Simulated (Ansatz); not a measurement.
# HHfN: the cost of one run

The runs use Ansatz 0.2.0, Gaussian basis; the settings change from run to run.

22 further runs of the same task are left out: 6 for a known fault of the program, 6 that didn't finish, 10 set aside as unsound or not needed.

## (1) The geometry

The geometry is a PBE0/def2-TZVP stationary point (not a proven minimum) of the parent state, kept for this charge and spin. No spin-orbit coupling is included. Elements past krypton take def2 core potentials.

3 atoms, charge 0, spin multiplicity 3.

Atoms are counted from 1 here; the program's logs count them from 0.

Bond lengths: Hf1–N2 1.777 Å, N2–H3 1.009 Å. Angles: Hf1–N2–H3 180.0°.

## (2) CISD/def2-mTZVP

in.yaml reads:

```yaml
crystal:
  periodic: [false, false, false]
  atoms:
    - {symbol: Hf, position_ang: [0.000000, 0.000000, 1.520826]}
    - {symbol: N, position_ang: [0.000000, 0.000000, -0.255871]}
    - {symbol: H, position_ang: [0.000000, 0.000000, -1.264955]}
basis:
  gaussian: {orbitals: def2-mTZVP}
magnetization: {spin_polarized: false, initial_magnetization: 2}
correlation: {active_space: {ras: {orbitals: [4, 2, 47], electrons: 10, max_holes: 2, max_particles: 2}, fixed_orbitals: true}}
output: {forces: true}
```

Run with:

```console
> ansatz run in.yaml --threads 1 --pin off --events-out ev --progress --plain --max-ram 2393MiB
```

Q: Estimate wall time and peak memory on 1 thread of Arm Neoverse V2, shared host.

About 7 s, with a peak of 0.29 GiB.
